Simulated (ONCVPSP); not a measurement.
**Beryllium: generating and testing an ONCV potential**

Task: generate the file, and judge it by its errors in other configurations, its logarithmic derivatives, its ghosts and its cutoff.

The numbers are computed with ONCVPSP 4.0.1 (LDA (Perdew-Wang 92), scalar-relativistic, spin-unpolarised reference atom).

### 1 Settings

The settings as typed:

- element: beryllium (Be, Z = 4)
- type: optimised norm-conserving Vanderbilt (ONCV)
- frozen core: none
- valence charge: 4
- reference configuration: 1s2 2s1.5 2p0.5
- partial waves: 1s+2s: rc 0.75 bohr, ncon 4, nbas 8, qcut 20.9 1/bohr, 2 projectors; 2p: rc 3.20 bohr, ncon 5, nbas 8, qcut 3.3 1/bohr, 2 projectors, debl 3.2 Ha; d scattering state at 0.33 Ha: rc 3.25 bohr, ncon 4, nbas 8, qcut 2.7 1/bohr, 3 projectors, debl 0.4 Ha
- local potential: polynomial inside 0.65 bohr (lpopt 3, dvloc0 2 Ha)
- core correction: not asked for

### 2 The generation run

Input file Be.dat:

```
# ATOM AND REFERENCE CONFIGURATION
# atsym  z   nc   nv     iexc    psfile
  Be 4.00    0    3  -001012      upf
#
#   n    l    f
    1    0    2.00
    2    0    1.50
    2    1    0.50
#
# PSEUDOPOTENTIAL AND OPTIMIZATION
# lmax
    2
#
#   l,   rc,      ep,       ncon, nbas, qcut
    0    0.75    0.00    4    8   20.90
    1    3.20    0.00    5    8    3.30
    2    3.25    0.33    4    8    2.70
#
# LOCAL POTENTIAL
# lloc, lpopt,  rc(5),   dvloc0
    4    3    0.65    2.00
#
# VANDERBILT-KLEINMAN-BYLANDER PROJECTORs
# l, nproj, debl
    0    2    3.10
    1    2    3.20
    2    3    0.40
#
# MODEL CORE CHARGE
# icmod, fcfact, rcfact
    0    0.00    0.00
#
# LOG DERIVATIVE ANALYSIS
# epsh1, epsh2, depsh
   -5.00    5.00    0.04
#
# OUTPUT GRID
# rlmax, drl
    6.00    0.01
#
# TEST CONFIGURATIONS
# ncnf
    4
# nvcnf
#   n    l    f
    3
    1    0    2.00
    2    0    2.00
    2    1    0.00
#
    3
    1    0    2.00
    2    0    1.00
    2    1    0.00
#
    3
    1    0    2.00
    2    0    0.00
    2    1    0.00
#
    3
    1    0    2.00
    2    0    0.00
    2    1    1.00
#
```

Launch:

```bash
oncvpsp.x < Be.dat > Be.out
```

What does the calculation give? Wanted: cutoffs for 1 and 0.1 mHa per electron, occupied waves; bound ghosts; GHOST(+) flags; largest test error; largest phase difference near zero energy, channels read.

As calculated:

```
                                                quantity                                                         value
  cutoffs for 1 and 0.1 mHa per electron, occupied waves                                             122 Ha and 147 Ha
                                            bound ghosts                                                    none found
                                          GHOST(+) flags  none at low energy (1 near or above the test basis's cutoff)
                            largest test error (AE − PS)                                      -59 meV, for 1s2 2s0 2p1
largest phase difference near zero energy, channels read                                                     0.019 rad
```

By total energies transferability is fair: the largest error is 59 meV on 11.6 eV, for 1s2 2s0 2p1. The potential is very hard: the looser tolerance needs 122 Ha. At the looser tolerance the 1s wave is the slowest; 2s needs 88 Ha. No bound ghost shows below the valence levels. Near zero energy the phases of the channels with partial waves agree within 0.019 rad. These are tests on the free atom; a crystal test is still owed.
